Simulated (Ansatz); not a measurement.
# SnTe: stress in a strained cell

Aim: deform SnTe (zz strain of +2 %) and compute stress, forces and field gradients with LAPW, PAW and all-electron datasets made for the crystal.

Method: DFT LDA, scalar-relativistic, in Ansatz 0.2.0.

## Step 1: The system as given

It takes space group Fm-3m (No. 225, cubic). Conventional cell: a = 6.313 Å, b = 6.313 Å, c = 6.313 Å, α = 90.00°, β = 90.00°, γ = 90.00°. Sn (site symmetry m-3m) is surrounded by 6 Te at 3.16 Å. Te (site symmetry m-3m) is surrounded by 6 Sn at 3.16 Å.

Coordinates:

```
Sn Te
1.0
     0.00000    3.15650    3.15650
     3.15650    0.00000    3.15650
     3.15650    3.15650    0.00000
Sn Te
1 1
Direct
  0.00000 0.00000 0.00000
  0.50000 0.50000 0.50000
```

Atoms are numbered in the order of the input: Sn1, Te2.

## Step 2: The deformed structure

Space group Fm-3m before, I4/mmm after.

## Step 3: LAPW, all electrons

Contents of input.yaml:

```yaml
crystal:
  lattice:
    - [0.0, 3.1565, 3.21963]
    - [3.1565, 0.0, 3.21963]
    - [3.1565, 3.1565, 0.0]
  atoms:
    - { symbol: Sn, position: [0.0, 0.0, 0.0] }
    - { symbol: Te, position: [0.5, 0.5, 0.5] }
kpoints:
  mp_grid: { grid: [11, 11, 11] }
  band_path:
    path:
      - [0.0, 0.0, 0.0]
      - [0.0, 0.5, 0.5]
      - [0.25, 0.75, 0.5]
      - [0.0, 0.5, 0.0]
      - [0.0, 0.0, 0.0]
      - [0.5, 0.5, 0.0]
      - [0.3701460977, 0.6298539023, 0.0]
      - [-0.3701460977, 0.3701460977, 0.0]
      - [0.0, 0.0, 0.0]
    npoints: 5
scf:
  occupations: { method: fermi_dirac, width: 0.08 }
hamiltonian:
  xc: lda
  pseudopotentials: { kind: all_electron, lapw: { basis_error: 0.00025 } }
output:
  forces: true
  stress: true
  eigenvalues: true
```

Command:

```
$ ansatz run input.yaml --threads 1 --pin off --max-ram 3072MiB --backend cpu --events-out ev --progress --plain --runs-dir out
```

Output, cut to the lines that bear on the results:

```text
LAPW: plane waves up to 7.539 Å⁻¹, error target 2.5e-4 eV per atom; small_component_spin mean_spin; Sn in spheres of 1.592 Å, 22 of its electrons in bands, Dirac shells []; Te in spheres of 1.564 Å, 24 of its electrons in bands, Dirac shells []
[...]
Pseudopotentials: kind: all_electron
Pseudopotential: Sn, LAPW, valence charge 22, Koelling and Harmon's equation, gaussian nucleus
Pseudopotential: Te, LAPW, valence charge 24, Koelling and Harmon's equation, gaussian nucleus
Functional definition: SPW92
[...]
Crystal: 2 atoms, lattice volume = 64.158 Å³
Basis set: ecut = 216.54334827766905 eV, 475 PW (Γ), exchange–correlation at level 2
Bands: 28, of which v1, the nominal top of the filled ones, is band 23 counted from 1 (22 counted from 0)
Symmetry: 16 space group operations
Space group: I4/mmm (ITA 139), of the structure as read, at distance tolerance 4.0e-5 Å
k-points: 126 of 1331
[...]
SCF iter   1: F=—  HF=-352677.283164 eV  |F-HF|=—  |Δ(HF+E_count)|=         —  Δρ=1.25e-2  dr2=2.22e-1  ethr=4.81e-4  ⟨swp⟩=2.7  Hψ=22655  notcnv=0
[...]
SCF iter   7: F=-352677.212167 eV  HF=-352677.212167 eV  |F-HF|=7.57e-10  |Δ(HF+E_count)|=   3.31e-8  Δρ=2.02e-6  dr2=2.43e-9  ethr=1.26e-10  ⟨swp⟩=2.0  Hψ=10496  notcnv=0
[...]
NSCF: frozen V_eff on 41 k-points
SCF converged after 7 iterations
Free energy (F): -352677.212167 eV
[...]
E sigma→0 (E₀):  -352677.211345 eV
Entropy (-TS):   -0.001644 eV (-0.822 meV/atom)
Fermi energy:    11.233605 eV
[...]
--- Forces (eV/Å), atoms counted from 1 ---
  atom   1  Sn     0.00000000     0.00000000    -0.00000000
  atom   2  Te    -0.00000000    -0.00000000    -0.00000000
[...]
--- Stress (GPa, compression-positive) ---
       -1.752492       0.000000       0.000000
        0.000000      -1.752492       0.000000
        0.000000       0.000000      -3.890628
  P = ⅓ Tr σ = -2.4652 GPa (-24.652 kbar)
--- Band table (eV; the first three rows and the last of 126) ---
[...]
```

Wall time 21 s (1 thread of Intel Xeon 6975P-C (Granite Rapids), shared host); peak memory 0.66 GiB.

Result: pressure -2.47 GPa; gap 0.06 eV, direct at N.

## Step 4: PAW with frozen cores

Contents of input.yaml:

```yaml
crystal:
  lattice:
    - [0.0, 3.1565, 3.21963]
    - [3.1565, 0.0, 3.21963]
    - [3.1565, 3.1565, 0.0]
  atoms:
    - { symbol: Sn, position: [0.0, 0.0, 0.0] }
    - { symbol: Te, position: [0.5, 0.5, 0.5] }
kpoints:
  mp_grid: { grid: [11, 11, 11] }
scf:
  occupations: { method: fermi_dirac, width: 0.08 }
hamiltonian:
  xc: lda
  pseudopotentials: { kind: paw }
output:
  forces: true
  stress: true
  eigenvalues: true
  efg: { contact_densities: true }
```

Command:

```
$ ansatz run input.yaml --threads 1 --pin off --max-ram 3072MiB --backend cpu --events-out ev --progress --plain --runs-dir out
```

Output, cut to the lines that bear on the results:

```text
Sn, Te: output.efg is read without spin–orbit coupling, which moves field gradients at and beside such atoms by some per cent and up to a factor of two; PAW files take it under magnetization.noncollinear and magnetization.spin_orbit
[...]
Pseudopotentials: kind: paw
Pseudopotential: Sn, paw, valence charge 14, recommended cutoff 420 eV (normal)
Pseudopotential: Te, paw, valence charge 16, recommended cutoff 420 eV (normal)
[... 1 set-up line as earlier in the session ...]
[...]
Crystal: 2 atoms, lattice volume = 64.158 Å³
Basis set: ecut = 420 eV, 1243 PW (Γ)
Bands: 19, of which v1, the nominal top of the filled ones, is band 15 counted from 1 (14 counted from 0)
[... 2 set-up lines as earlier in the session ...]
k-points: 126 of 1331
[...]
  atom   1  Sn     0.00000000     0.00000000     0.00000000
  atom   2  Te     0.00000000     0.00000000    -0.00000000
[...]
--- Stress (GPa, compression-positive) ---
       -1.766939       0.000000       0.000000
        0.000000      -1.766939      -0.000000
        0.000000       0.000000      -3.903175
  P = ⅓ Tr σ = -2.4790 GPa (-24.790 kbar)
--- PAW observables at the nuclei: V_zz in 10²¹ V/m², potentials from the cell's mean, atoms counted from 1 ---
  atom   1  Sn V_zz =    +2.934817   η = 0.0000   by run symmetry: allowed
            electrostatic potential = -8171.640569 V   contact ρ = 1231551.894264 e/Å³
  atom   2  Te V_zz =    +0.580346   η = 0.0000   by run symmetry: allowed
            electrostatic potential = -8648.001163 V   contact ρ = 1462968.544752 e/Å³
--- Band table (eV; the first three rows and the last of 126) ---
  k-point 0: bands = ["-27.9113", "-27.9086", "-27.9059", "-27.9045", "-27.9045", "-12.8002", "-12.7937", "-12.7915", "-12.7915", "-12.7865", "-3.6944", "4.0268", "6.8512", "6.8512", "7.0608", "11.8973", "12.3595", "12.3595", "13.7528"]
[...]
```

Wall time 5.2 s (1 thread of Intel Xeon 6975P-C (Granite Rapids), shared host); peak memory 0.52 GiB.

In short: pressure -2.48 GPa; gap on the k mesh 0.39 eV (an odd mesh misses the zone boundary); Vzz Sn1 2.93 (η = 0.00), Te2 0.58 (η = 0.00) (10²¹ V/m²).

## Step 5: Datasets made for this crystal

input.yaml, as its differences from that of step 4:

```diff
@@ -14,3 +14,3 @@
   xc: lda
-  pseudopotentials: { kind: paw }
+  pseudopotentials: { kind: all_electron, datasets: crystal }
 output:
```

Command:

```
$ ansatz run input.yaml --threads 1 --pin off --max-ram 3072MiB --backend cpu --events-out ev --progress --plain --runs-dir out
```

Output, cut to the lines that bear on the results:

```text
[...]
Sn, Te: output.efg is read without spin–orbit coupling, which moves field gradients at and beside such atoms by some per cent and up to a factor of two; PAW files take it under magnetization.noncollinear and magnetization.spin_orbit
[...]
[... 1 set-up line as earlier in the session ...]
Pseudopotential: Sn, paw, valence charge 14, recommended cutoff 240 eV (normal), Koelling and Harmon's equation, gaussian nucleus
Pseudopotential: Te, paw, valence charge 16, recommended cutoff 240 eV (normal), Koelling and Harmon's equation, gaussian nucleus
[... 1 set-up line as earlier in the session ...]
[...]
Crystal: 2 atoms, lattice volume = 64.158 Å³
Basis set: ecut = 240 eV, 533 PW (Γ)
Bands: 14, of which v1, the nominal top of the filled ones, is band 10 counted from 1 (9 counted from 0)
[... 2 set-up lines as earlier in the session ...]
[...]
        0.000000      -0.000000      -3.891024
  P = ⅓ Tr σ = -2.4656 GPa (-24.656 kbar)
  It holds what live shells' own plane waves past their cutoff add
--- PAW observables at the nuclei: V_zz in 10²¹ V/m², potentials from the cell's mean, atoms counted from 1 ---
  atom   1  Sn V_zz =    +3.015922   η = 0.0000   by run symmetry: allowed
            electrostatic potential = -8167.624952 V   contact ρ = 1231434.284885 e/Å³
  atom   2  Te V_zz =    +0.587808   η = 0.0000   by run symmetry: allowed
            electrostatic potential = -8643.815126 V   contact ρ = 1462773.384398 e/Å³
--- Band table (eV; the first three rows and the last of 126) ---
  k-point 0: bands = ["-10.4768", "-10.4717", "-10.4679", "-10.4679", "-10.4639", "-1.3861", "6.3369", "9.1589", "9.1589", "9.3686", "14.2057", "14.6679", "14.6679", "16.0607"]
[...]
  guard bands above this table: 0 of the run's 14 bands, where the rule asks 2: the bands that hold charge and the lowest empty level above them stay in the table. A level can be missing at the table's top as with no guard band: raise scf.n_extra_bands
```

Wall time 8.3 s (1 thread of Intel Xeon 6975P-C (Granite Rapids), shared host); peak memory 0.66 GiB.

Read from it: pressure -2.47 GPa; gap on the k mesh 0.39 eV (an odd mesh misses the zone boundary); Vzz Sn1 3.02 (η = 0.00), Te2 0.59 (η = 0.00) (10²¹ V/m²).

## Step 6: Stress and forces compared

Stress (GPa, compression positive):

| method | xx | yy | zz | yz | xz | xy |
| --- | --- | --- | --- | --- | --- | --- |
| LAPW | -1.75 | -1.75 | -3.89 | 0.00 | 0.00 | 0.00 |
| PAW | -1.77 | -1.77 | -3.90 | 0.00 | 0.00 | 0.00 |
| crystal datasets | -1.75 | -1.75 | -3.89 | 0.00 | 0.00 | 0.00 |

| method | pressure (GPa) | gap on the k mesh (eV) | Vzz Sn1 (10²¹ V/m²) | Vzz Te2 (10²¹ V/m²) | SCF cycles, all passes |
| --- | --- | --- | --- | --- | --- |
| LAPW | -2.47 | 0.39 | – | – | 7 |
| PAW | -2.48 | 0.39 | 2.93 | 0.58 | 6 |
| crystal datasets | -2.47 | 0.39 | 3.02 | 0.59 | 7 |

## Step 7: Results

| quantity | value |
| --- | --- |
| pressure | LAPW -2.47, PAW -2.48, crystal datasets -2.47 GPa |
| largest shear or deviatoric stress (LAPW) | 1.43 GPa |

What this shows: The largest part of the stress beyond the pressure is 1.43 GPa in size, in the zz component; the atoms are carried along and not relaxed. No run of the undeformed cell stands beside it, so the pressure holds what the given cell had before the change. PAW: stress within 0.01 GPa of LAPW. Crystal datasets: stress within 0.01 GPa of LAPW. Spin-orbit coupling is left out, though the cell holds Te; in elements this heavy it can shift bands and gaps by tenths of an eV.
